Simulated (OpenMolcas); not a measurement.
**Cu³⁺ among point charges: CASSCF and CASPT2 levels and susceptibility**

Aim: the splitting of the states of Cu³⁺ in the field of 5 point charges, its lowest levels with spin-orbit coupling and its magnetic susceptibility.

The numbers are computed with OpenMolcas 26.06 (state-averaged CASSCF and CASPT2, spin-orbit coupling by RASSI with atomic mean-field integrals), except any that are marked as measured or tabulated.

## 1. Starting point

- Species: Cu³⁺ (copper, Z = 29, 26 electrons)
- Basis: ANO-RCC-VDZP [5s4p2d1f], 34 functions
- Scalar Hamiltonian: DKH2, point nucleus
- Inactive shells: 1s 2s 2p 3s 3p
- Active space: 8 electrons in 5 orbitals (3d)
- Some configurations of this space: 3d⁸
- Orbitals: optimised for each spin and parity, averaged over all roots

Outer shells as boxes (Hund's rule):

3d8
```
3d [↑↓][↑↓][↑↓][↑ ][↑ ]
```

The ion sits among 5 point charges of -1.62 e arranged as a trigonal bipyramid (D3h), 1.92 Å from the ion, with the axial distance 2.189 Å.

Each step is its own input file, run in one work folder so that later steps find the files of earlier ones. Labels, J, g values, rates, χT and fits are worked out afterwards by a script from the matrices that RASSI stores.

## 2. GATEWAY and SEWARD: basis and integrals

File a.inp:

```
&GATEWAY
Coord
1

Cu 0.0 0.0 0.0
Basis=ANO-RCC-VDZP
Group=NoSym
NoMove
AngMom=0.0 0.0 0.0
AMFI
XField
5 Angstrom 0
1.920000 0.000000 0.000000 -1.620000
-0.960000 1.662769 0.000000 -1.620000
-0.960000 -1.662769 0.000000 -1.620000
0.000000 0.000000 2.188800 -1.620000
0.000000 0.000000 -2.188800 -1.620000
&SEWARD
```

## 3. CASSCF: triplets, 10 roots

File a.inp:

```
&RASSCF
FileOrb=start.orb
Symmetry=1
Spin=3
nActEl=8 0 0
Inactive=9
Ras2=5
CIRoot=10 10 1
SDav=10
CIMx=300
Iter=120 100
PrWF=0.3
OrbListing=Nothing
MaxOrb=0
>>> COPY $Project.JobIph JOB001
```

start.orb holds the contracted functions of the basis, ordered by shell, or the orbitals of the step before.

## 4. Reference wave functions, singlets, 15 roots

File a.inp:

```
&RASSCF
FileOrb=start.orb
Symmetry=1
Spin=1
nActEl=8 0 0
Inactive=9
Ras2=5
CIRoot=15 15 1
SDav=15
CIMx=300
Iter=120 100
PrWF=0.3
OrbListing=Nothing
MaxOrb=0
>>> COPY $Project.JobIph JOB002
```

## 5. RASSI: spin-orbit coupling between the states

File a.inp:

```
&RASSI
NrOfJobIphs=2 10 15
1 2 3 4 5 6 7 8 9 10
1 2 3 4 5 6 7 8 9 10 11 12 13 14 15
IphNames
JOB001
JOB002
EJob
SpinOrbit
DIPRint=1.0
SOCoupling=1000.0
Subsets=2
Property=9
'ANGMOM' 1 'ANGMOM' 2 'ANGMOM' 3 'MLTPL  1' 1 'MLTPL  1' 2 'MLTPL  1' 3
'AMFI' 1 'AMFI' 2 'AMFI' 3
SOProperty=3
'ANGMOM' 1 'ANGMOM' 2 'ANGMOM' 3
```

## 6. CASPT2: IPEA 0.25, imaginary shift 0.1 (closed shells correlated: 3s 3p)

File a.inp:

```
>>> COPY JOB001 $Project.JobIph
&CASPT2
Multistate=10 1 2 3 4 5 6 7 8 9 10
NoMult
Frozen=5
IPEA=0.25
Imaginary=0.1
MaxIter=60
WThr=0.0 0.3 0.05
PrWF=0.5
NoMix
>>> COPY JOB002 $Project.JobIph
&CASPT2
Multistate=15 1 2 3 4 5 6 7 8 9 10 11 12 13 14 15
NoMult
Frozen=5
IPEA=0.25
Imaginary=0.1
MaxIter=60
WThr=0.0 0.3 0.05
PrWF=0.5
NoMix
```

(Steps that only read results are left out.)

Before running it: what results should come out? Wanted: spin-free ground state; first state of the same spin within the active space; lowest level; next level.

As calculated:

```
                                            quantity                                                                        value
                                              method  SS-CASPT2, IPEA 0.25, imaginary shift 0.1 (closed shells correlated: 3s 3p)
                              spin-free ground state                                               3E, 2-fold in its orbital part
first state of the same spin within the active space                                                               3E at 758 cm⁻¹
                                        lowest level                                                                    1-fold A2
                                          next level                                                                     0.1 cm⁻¹
                                         χT at 300 K                                                               3.41 cm³ K/mol
                           effective moment at 300 K                                                                      5.23 μB
```

Cost by method:

```
                                              method  time of its own steps  time with the reference
                                           A. CASSCF                  5.6 s                    5.6 s
B. SS-CASPT2, IPEA 0.25, imaginary shift 0.1, +3s 3p                  2.3 s                    7.9 s
```

Times are of one thread on a shared host.

In words: The spin-free ground state (3E) comes to 100 % from free-ion F terms and keeps the highest spin of the shell. χT at 300 K is 3.41, against 1.00 cm³ K/mol for the spin alone, so orbital moment adds to it. CASPT2 does not keep the components of a term degenerate, and the means are used. The field of point charges can differ much from that of real complexes. Point charges carry no covalency, so the field is a model and not that of real ligands.
